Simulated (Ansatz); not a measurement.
# AuClH2O: one species, many methods

Aim: compute AuClH2O with functionals from several rungs and with coupled cluster, and see how far each lands from CCSD(T) at the basis-set limit for the atomisation energy.

Program: Ansatz 0.2.0, Gaussian basis. Level of theory: functionals in def2-TZVPP, the program's frozen cores in correlated methods. These are calculated values, not measurements.

The runs, in order: LDA (SPW92), PBE-D4, revPBE-D4, BLYP-D4, r2SCAN-D4, B97M-V, PBE0-D4, B3LYP-D4, r2SCANh-D4, r2SCAN0-D4, HSE06-D4, BHLYP-D4, CAM-B3LYP-D4, LC-ωPBE, ωB97X-V, ωB97M-V, B2PLYP, PBE-QIDH; CCSD(T)/def2-SVP; CCSD(T)/def2-TZVPP; CCSD(T)/def2-QZVPP; extrapolation to the limit; RPA on PBE.

## 1. The geometry

The geometry comes from an earlier relaxation with PBE0-D4 in a triple-zeta def2 set; it is a stationary point. Au takes the def2 core potential; no spin-orbit term is included.

SMILES `[OH2+][Au-][Cl]`, 5 atoms, charge 0, spin multiplicity 1.

Atoms are counted from 1 here; the program's logs count them from 0.

Bond lengths: O1–Au2 2.146 Å, O1–H4 0.963 Å, O1–H5 0.963 Å, Au2–Cl3 2.216 Å. Angles: Au2–O1–H4 111.7°, Au2–O1–H5 111.7°, H4–O1–H5 107.1°, O1–Au2–Cl3 179.6°.

## 2. LDA

This LDA is Slater exchange with PW92 correlation.

File in.yaml:

```yaml
crystal:
  periodic: [false, false, false]
  atoms:
    - {symbol: O, position_ang: [-0.708963, 0.819452, -0.409727]}
    - {symbol: Au, position_ang: [0.766241, -0.466414, 0.470625]}
    - {symbol: Cl, position_ang: [2.295687, -1.782950, 1.385569]}
    - {symbol: H, position_ang: [-1.598471, 0.594716, -0.116809]}
    - {symbol: H, position_ang: [-0.704595, 0.761495, -1.371056]}
basis:
  gaussian: {orbitals: def2-TZVPP}
hamiltonian: {xc: lda}
output: {orbitals: {seedname: orbitals}}
```

Launch:

```console
$ ansatz run in.yaml --threads 2 --pin off --events-out ev --progress --plain --max-ram 32768MiB --backend cpu
```

After this run come: PBE-D4 (GGA); revPBE-D4 (GGA); BLYP-D4 (GGA); r2SCAN-D4 (meta-GGA); B97M-V (meta-GGA); PBE0-D4 (hybrid); B3LYP-D4 (hybrid); r2SCANh-D4 (hybrid); r2SCAN0-D4 (hybrid); HSE06-D4 (hybrid); BHLYP-D4 (hybrid); CAM-B3LYP-D4 (range-separated); LC-ωPBE (range-separated); ωB97X-V (range-separated); ωB97M-V (range-separated); B2PLYP (double hybrid); PBE-QIDH (double hybrid); CCSD(T) in def2-SVP; CCSD(T) in def2-TZVPP; CCSD(T) in def2-QZVPP; RPA on PBE orbitals.

Q: Predict the results of all the runs planned. Wanted: atomisation energy, CCSD(T)/CBS; farthest beyond LDA; mean size of error, GGA; mean size of error, meta-GGA; mean size of error, hybrid; mean size of error, range-separated; mean size of error, double hybrid; gap, smallest and largest; T1 diagnostic.

The runs gave:

| quantity | value |
| --- | --- |
| atomisation energy, CCSD(T)/CBS | 332.9 kcal/mol |
| functionals within 1.7 kcal/mol (0.5 %) | PBE-D4 |
| farthest beyond LDA | BHLYP-D4 (-28.8 kcal/mol) |
| mean size of error, GGA | 8.7 kcal/mol |
| mean size of error, meta-GGA | 6.2 kcal/mol |
| mean size of error, hybrid | 15.2 kcal/mol |
| mean size of error, range-separated | 9.1 kcal/mol |
| mean size of error, double hybrid | 13.6 kcal/mol |
| gap, smallest and largest | 3.18 eV (BLYP-D4), 10.33 eV (LC-ωPBE) |
| T1 diagnostic | 0.0156 |
| triples share of the correlation energy | 3.6 % |

In words: The LDA atomisation energy is off by 56.3 kcal/mol (17 %): it overbinds. PBE-D4 misses by -1.1 kcal/mol. Double hybrids carry the basis error of their MP2 part in triple zeta, and no dispersion term here, so their miss is partly the set-up's. Taken by rung, meta-GGA functionals do best (6.2 kcal/mol on average) and hybrid ones worst beyond LDA (15.2 kcal/mol). The mean of the hybrids holds BHLYP, with half exact exchange. The reference freezes the cores and leaves out spin-orbit coupling and excitations past (T), so misses under about 1.7 kcal/mol can't be ranked. All levels share the lack of spin-orbit coupling, which lowers the free heavy atoms and so the true binding. Hartree-Fock recovers 63 % of the binding; the rest is correlation. CCSD(T) in def2-SVP is off by -34.2 kcal/mol, more than most functionals: a good method in a small basis is no reference. Orbital gaps span 3.2 to 10.3 eV; exact exchange widens them. Correlated methods include outer-core shells of Au, which these sets cover unevenly.
